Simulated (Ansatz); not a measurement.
# triplet CSe at 6 levels

Wanted: a comparison of 6 runs (UHF/3-21G, UHF/cc-pVTZ, UB3LYP/6-31G*, U-revPBE/cc-pVTZ, UB2PLYP/cc-pVTZ, UMP2/cc-pVTZ) of triplet CSe. 

The calculation is run with Ansatz 0.2.0.

34 further runs of the same task are left out: 34 set aside as unsound or not needed.

## (1) The system as given

CSe: 2 atoms, total charge 0, spin state triplet. As SMILES of the parent species, `[C][Se]`. Geometry: relaxed at PBE0-D4/def2-TZVP. That shape belongs to the parent species and isn't relaxed for this state.

Bond lengths: C1–Se2 1.671 Å.

## (2) A single-point energy at UHF/3-21G (run 1)

Input file input.yaml:

```yaml
crystal:
  periodic: [false, false, false]
  atoms:
    - {symbol: C, position_ang: [0.000000, 0.000000, -0.008520]}
    - {symbol: Se, position_ang: [-0.000000, -0.000000, 1.662780]}
basis:
  gaussian:
    orbitals: 3-21G-spherical.json
output: {orbitals: {seedname: orbitals}}
hamiltonian:
  xc: hf
accuracy: high
magnetization:
  spin_polarized: true
  initial_magnetization: 2
```

The basis set 3-21G is read from a file made from the Basis Set Exchange's data (not shown).

On the command line:

```bash
$ ansatz run input.yaml --threads 1 --pin off --max-ram 3480MiB --events-out events.jsonl --progress --plain --runs-dir runs
```

The log of the run:

```text
Warning: RAYON_NUM_THREADS=1 ignored (pool sized by the plan → 1); use --threads N
Functional definition: HF
  name "HF"
  exchange = exact_x
  correlation = 0
484 factors; integrals over basis functions are off by at most 4.1e-9 eV
mean field evaluation 1: about -66012.4683 eV, gradient 7.6e0 eV
mean field evaluation 2: about -66012.5714 eV, gradient 7.7e0 eV
mean field evaluation 4: about -66013.5341 eV, gradient 2.1e0 eV
mean field evaluation 8: about -66013.9168 eV, gradient 1.2e0 eV
mean field evaluation 16: about -66014.1819 eV, gradient 3.6e-8 eV
mean field evaluation 32: about -66014.1816 eV, gradient 6.7e-2 eV
mean field evaluation 64: about -66009.5187 eV, gradient 1.6e1 eV
mean field evaluation 96: about -66013.6594 eV, gradient 1.5e0 eV
mean field evaluation 128: about -66014.0659 eV, gradient 2.6e0 eV
mean field -66014.18188663 eV, -2425.9764383141 hartree, gradient 9.8e-9 eV, S^2 2.502706; 4 other end points of the search recorded, 0 dependent functions left out
reference -66014.18188663 eV, -2425.9764383141 hartree; 21, 19 occupied and 10, 12 virtual orbitals, 484 factors
Total energy: -66014.18188663 eV, -2425.9764383141 hartree
```

Run time: 0.83 s. Hardware: 1 thread of Arm Neoverse V1, shared host.

## (3) A single-point energy at UHF/cc-pVTZ (run 2)

Input file molecule.yaml:

```yaml
crystal:
  periodic: [false, false, false]
  atoms:
    - {symbol: C, position_ang: [0.000000, 0.000000, -0.008520]}
    - {symbol: Se, position_ang: [-0.000000, -0.000000, 1.662780]}
basis:
  gaussian:
    orbitals: cc-pVTZ
magnetization:
  spin_polarized: true
  initial_magnetization: 2
hamiltonian:
  xc: hf
accuracy: high
output: {orbitals: {seedname: orbitals}}
```

On the command line:

```bash
$ ansatz run molecule.yaml --threads 1 --pin off --max-ram 3480MiB --events-out events.jsonl --progress --plain --runs-dir runs
```

The log of the run, shortened:

```text
Warning: RAYON_NUM_THREADS=1 ignored (pool sized by the plan → 1); use --threads N
Functional definition: HF
  name "HF"
[...]
981 factors; integrals over basis functions are off by at most 4.7e-9 eV
[...]
mean field -66330.74582179 eV, -2437.6099483566 hartree, gradient 2.3e-8 eV, S^2 2.503997; 4 other end points of the search recorded, 0 dependent functions left out
reference -66330.74582179 eV, -2437.6099483566 hartree; 21, 19 occupied and 52, 54 virtual orbitals, 981 factors
Total energy: -66330.74582179 eV, -2437.6099483566 hartree
```

Wall time 5.1 s (1 thread of Arm Neoverse V1, shared host); peak memory 0.19 GiB.

Runs 3 to 5 aren't shown in full; the table further down has their settings and results.

## (4) A single-point energy at UMP2/cc-pVTZ (run 6)

Input file in.yaml:

```yaml
crystal:
  periodic: [false, false, false]
  atoms:
    - {symbol: C, position_ang: [0.000000, 0.000000, -0.008520]}
    - {symbol: Se, position_ang: [-0.000000, -0.000000, 1.662780]}
basis:
  gaussian: {orbitals: cc-pVTZ}
magnetization: {spin_polarized: true, initial_magnetization: 2}
correlation: {method: mp2, frozen_orbitals: {C: 1, Se: 9}}
accuracy: high
```

On the command line:

```bash
$ ansatz run in.yaml --threads 1 --pin off --max-ram 3480MiB --events-out events.jsonl --progress --plain --runs-dir runs
```

The log of the run, shortened:

```text
Warning: RAYON_NUM_THREADS=1 ignored (pool sized by the plan → 1); use --threads N
Functional definition: HF
  name "HF"
[...]
981 factors; integrals over basis functions are off by at most 4.7e-9 eV
[...]
mean field -66330.74582179 eV, -2437.6099483566 hartree, gradient 2.3e-8 eV, S^2 2.503997; 12 other end points of the search recorded, 0 dependent functions left out
10 core orbitals not correlated: weight in the atoms' cores, before any rotation towards them, 1.000 or more for the frozen orbitals, at most 0.000 for the correlated occupied ones
reference -66330.74582179 eV, -2437.6099483566 hartree; 11, 9 occupied and 52, 54 virtual orbitals, 981 factors
second order -7.57861122 eV of doubles, -0.00000000 eV of singles
Total energy: -66338.32443301 eV, -2437.8884571818 hartree
```

Run time: 8.1 s. Hardware: 1 thread of Arm Neoverse V1, shared host; peak memory 0.19 GiB.

## (5) Overview of the runs

| run | level | Cartesian functions | frozen core orbitals | energy (Eh) | HOMO energy (eV) | ⟨S²⟩ | wall time |
| --- | --- | --- | --- | --- | --- | --- | --- |
| 1 | UHF/3-21G | no | – | -2425.976438 | -8.03 | 2.503 | 0.83 s |
| 2 | UHF/cc-pVTZ | no | – | -2437.609948 | -8.33 | 2.504 | 5.1 s |
| 3 | UB3LYP/6-31G* (Cartesian functions) | yes | – | -2439.190617 | -4.93 | 2.029 | 3.9 s |
| 4 | U-revPBE/cc-pVTZ | no | – | -2439.304855 | -4.05 | 2.025 | 15 s |
| 5 | UB2PLYP/cc-pVTZ | no | 10 | -2439.081296 | -6.53 | 2.108 | 9.6 s |
| 6 | UMP2/cc-pVTZ | no | 10 | -2437.888457 | – | 2.504 | 8.1 s |

## (6) Results

```
                                           quantity           value
                                run 6: total energy  -2437.88846 Eh
run 6: correlation energy (10 core orbitals frozen)      -278.5 mEh
           run 6: ⟨S²⟩ of the reference determinant           2.504
```

Totals of different functionals can't be ranked against each other. Spin contamination of the reference: run 2 ⟨S²⟩ = 2.50, run 6 ⟨S²⟩ = 2.50, run 1 ⟨S²⟩ = 2.50, run 5 ⟨S²⟩ = 2.11. All runs together took 43 s, the longest 15 s.
